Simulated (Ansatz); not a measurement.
# C3H10Si2: up Jacob's ladder to CCSD(T)

Aim: compute C3H10Si2 with functionals from several rungs and with coupled cluster, and see how far each lands from CCSD(T) at the basis-set limit for the atomisation energy.

Computed with Ansatz 0.2.0, Gaussian basis. Level: functionals in def2-TZVPP, the program's frozen cores in correlated methods.

Plan: PBE-D4, r2SCAN-D4, PBE0-D4, B3LYP-D4, ωB97X-V, ωB97M-V, B2PLYP; CCSD(T)/def2-TZVPP; MP2/def2-QZVPP; extrapolation to the limit.

## (1) The relaxed structure

All runs share one geometry, relaxed beforehand with PBE0-D4 in a triple-zeta def2 set.

SMILES `C1C[SiH2][SiH2]C1`, 15 atoms, charge 0, spin multiplicity 1.

Atoms are counted from 1 here; the program's logs count them from 0.

Bond lengths: C1–C2 1.534 Å, C1–C5 1.534 Å, C1–H6 1.097 Å, C1–H7 1.095 Å, C2–Si3 1.898 Å, C2–H8 1.096 Å, C2–H9 1.093 Å, Si3–Si4 2.338 Å, Si3–H10 1.490 Å, Si3–H11 1.488 Å, Si4–C5 1.898 Å, Si4–H12 1.488 Å, Si4–H13 1.490 Å, C5–H14 1.096 Å, C5–H15 1.093 Å. Angles: C2–C1–C5 111.8°, C2–C1–H6 109.2°, C2–C1–H7 110.2°, C5–C1–H6 109.2°, C5–C1–H7 110.2°, H6–C1–H7 106.0°, C1–C2–Si3 108.7°, C1–C2–H8 109.6°, C1–C2–H9 111.4°, Si3–C2–H8 108.1°, Si3–C2–H9 112.1°, H8–C2–H9 106.8°, C2–Si3–Si4 93.1°, C2–Si3–H10 111.4°, C2–Si3–H11 112.9°, Si4–Si3–H10 113.7°, Si4–Si3–H11 117.0°, H10–Si3–H11 108.2° and more.

## (2) PBE-D4 (GGA)

in.yaml reads:

```yaml
crystal:
  periodic: [false, false, false]
  atoms:
    - {symbol: C, position_ang: [-0.745871, 0.928697, 0.571961]}
    - {symbol: C, position_ang: [-0.123784, -0.187867, 1.420740]}
    - {symbol: Si, position_ang: [1.368718, -0.902356, 0.490072]}
    - {symbol: Si, position_ang: [0.507277, -0.310650, -1.601327]}
    - {symbol: C, position_ang: [-1.060788, 0.454060, -0.852702]}
    - {symbol: H, position_ang: [-0.051538, 1.776565, 0.525181]}
    - {symbol: H, position_ang: [-1.653453, 1.308893, 1.053394]}
    - {symbol: H, position_ang: [-0.854134, -0.992734, 1.562449]}
    - {symbol: H, position_ang: [0.146289, 0.172359, 2.416623]}
    - {symbol: H, position_ang: [2.625124, -0.184264, 0.844764]}
    - {symbol: H, position_ang: [1.573356, -2.353342, 0.750899]}
    - {symbol: H, position_ang: [0.214945, -1.419174, -2.550517]}
    - {symbol: H, position_ang: [1.322110, 0.711443, -2.316463]}
    - {symbol: H, position_ang: [-1.835438, -0.320628, -0.819718]}
    - {symbol: H, position_ang: [-1.454613, 1.268498, -1.465956]}
basis:
  gaussian: {orbitals: def2-TZVPP}
hamiltonian: {xc: pbe, dispersion: d4}
output: {forces: true, orbitals: {seedname: orbitals}}
```

The run is started by

```bash
$ ansatz run in.yaml --threads 4 --pin off --events-out ev --progress --plain --max-ram 10444MiB
```

Further steps of the session: r2SCAN-D4 (meta-GGA); PBE0-D4 (hybrid); B3LYP-D4 (hybrid); ωB97X-V (range-separated); ωB97M-V (range-separated); B2PLYP (double hybrid); CCSD(T) in def2-TZVPP; MP2 in def2-QZVPP.

Before running them: what should the planned runs give, taken together? Wanted: atomisation energy, CCSD(T)/CBS; farthest; mean size of error, hybrid; mean size of error, range-separated; gap, smallest and largest; T1 diagnostic; triples share of the correlation energy.

As calculated:

| quantity | value |
| --- | --- |
| atomisation energy, CCSD(T)/CBS | 1301.7 kcal/mol |
| functionals within 6.5 kcal/mol (0.5 %) | r2SCAN-D4, PBE0-D4, B3LYP-D4, ωB97M-V |
| farthest | B2PLYP (-17.1 kcal/mol) |
| mean size of error, hybrid | 2.4 kcal/mol |
| mean size of error, range-separated | 4.8 kcal/mol |
| gap, smallest and largest | 5.69 eV (PBE-D4), 11.72 eV (ωB97X-V) |
| T1 diagnostic | 0.0114 |
| triples share of the correlation energy | 3.9 % |

PBE-D4 is off by +10.9 kcal/mol. Double hybrids carry the basis error of their MP2 part in triple zeta, and no dispersion term here, so their miss is partly the set-up's. The reference freezes the cores and leaves out relativity and excitations past (T), so misses under about 6.5 kcal/mol can't be ranked. Hartree-Fock recovers 76 % of the binding; the rest is correlation. The gap grows from 5.7 to 11.7 eV across the functionals, mostly with the share of exact exchange.
